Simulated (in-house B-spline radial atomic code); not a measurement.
# Gd³⁺: ionisation energy by several methods

The task here is to estimate one member of a computed series from the others.

Program: in-house B-spline radial atomic code version 1. Level of theory: scalar-relativistic (X2C), several functionals, spin-polarised; spherical all-electron atom at the radial basis limit. These are calculated values, not measurements, unless marked.

### What is computed

- element: gadolinium (Z = 64)
- charge: +3
- electrons: 61
- configuration: [Xe] 4f7
- nucleus: Fermi, rms radius 5.157 fm

Outer shells as boxes (Hund's rule):

[Xe] 4f7
```
[Xe] core
4f [↑ ][↑ ][↑ ][↑ ][↑ ][↑ ][↑ ]
```

Where spins are not typed, each open shell is filled with up spins first.

The first run:

Settings of the run:

```ini
Z = 64
electrons = 61.0
configuration = [Xe] 4f7
hamiltonian = x2c
method = b88,lyp
spin_polarised = True
nucleus = fermi
rms_radius = 5.1569
mass_number = 158
atomic_mass = 157.9241112
speed_of_light = 137.035999084
```

Steps of the session up to this table: BLYP, a GGA; LDA (PW92); RPBE, a GGA; SCAN, a meta-GGA; PBEsol, a GGA.

One of the session's tables, all rows but one given; the rest of the session is left out.

```
    method  ΔSCF (eV)
LDA (PW92)     45.662
      BLYP          ?
      RPBE     45.345
    PBEsol     45.431
      SCAN     45.824
```

**Question.** Estimate the row for BLYP.

**Answer.** ΔSCF (eV): 45.141. In the column «ΔSCF (eV)» it is the lowest.
